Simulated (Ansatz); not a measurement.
# Ga4Si: the cost of one run

All numbers below are computed with Ansatz 0.2.0 (DFT PBE, scalar-relativistic, plane waves, PAW).

### Step 1. The structure to begin with

The cell holds 20 atoms (Ga16Si4): a = 7.236 Å, b = 7.236 Å, c = 7.236 Å, α = 80.92°, β = 80.92°, γ = 80.92°.

The sites of an ideal bcc lattice, at a guessed lattice constant, take 16 Ga, 4 Si (sublattices apart by semicolons), with a shake of 0.02 Å. Warren-Cowley parameters of the first shell (negative: unlike neighbours preferred): Ga-Si -0.02. In a cell this small the draw can fall short of the order aimed at.

The coordinates stand in the first input below.

### Step 2. Relaxing on a coarse mesh

A cheap relaxation: coarse mesh, no symmetry, loose thresholds.

Contents of input.yaml:

```yaml
crystal:
  lattice:
    - [-4.98025548, 4.98025548, -1.66008516]
    - [-4.98025548, -1.66008516, 4.98025548]
    - [1.66008516, 4.98025548, 4.98025548]
  atoms:
    - { symbol: Si, position: [0.5973194204, 0.1014174678, 0.0996657722] }
    - { symbol: Si, position: [0.099639762, 0.5999365429, 0.0992721516] }
    - { symbol: Si, position: [0.6980849608, 0.6972678508, 0.2012512723] }
    - { symbol: Si, position: [0.0008077282, 0.4943453437, 0.5000797518] }
    - { symbol: Ga, position: [0.9992496202, 0.9996485314, 0.9950900094] }
    - { symbol: Ga, position: [0.4998452584, 0.5016678073, 0.0068208567] }
    - { symbol: Ga, position: [0.2015973902, 0.1998838914, 0.1988371419] }
    - { symbol: Ga, position: [0.7958284548, 0.2984053831, 0.302847565] }
    - { symbol: Ga, position: [0.295423882, 0.7964346826, 0.3015743675] }
    - { symbol: Ga, position: [0.3999376752, 0.4052046476, 0.4035452754] }
    - { symbol: Ga, position: [0.497620566, 0.0018787171, 0.4985612125] }
    - { symbol: Ga, position: [0.0964864767, 0.0979322223, 0.5987338241] }
    - { symbol: Ga, position: [0.903598126, 0.9015355763, 0.4037887215] }
    - { symbol: Ga, position: [0.6026532019, 0.5952075398, 0.6036647287] }
    - { symbol: Ga, position: [0.6958391747, 0.19657059, 0.7009355885] }
    - { symbol: Ga, position: [0.2066792239, 0.7012662425, 0.6954473931] }
    - { symbol: Ga, position: [0.299912543, 0.2980731287, 0.7968363246] }
    - { symbol: Ga, position: [0.7937551309, 0.8031610169, 0.8006135397] }
    - { symbol: Ga, position: [0.8989155842, 0.4013622501, 0.8971930016] }
    - { symbol: Ga, position: [0.3976720729, 0.9023097322, 0.8974020905] }
  symmetry: { detect: false }
basis:
  ecutwfc: 420
kpoints:
  mp_grid: { grid: [2, 2, 2], shift: [0.5, 0.5, 0.5] }
hamiltonian:
  xc: pbe
scf:
  occupations: { method: gaussian, width: 0.1 }
  lower_state_search: "off"
output:
  forces: true
  stress: true
  eigenvalues: true
relax:
  adjacent_minimum: "off"
  f_tol: 0.04
  max_steps: 50
  cell: { stress_tol: 0.3 }
```

Run with:

```console
$ ansatz run input.yaml --threads 4 --pin off --max-ram 9216MiB --backend cpu --events-out ev --progress --plain --runs-dir out
```

**Question.** How long does this run take on 4 threads of Intel Xeon at 2.50GHz (Skylake/Cascade Lake), shared host, and how much memory does it need?

About 7.7 min, with a peak of 1.2 GiB.
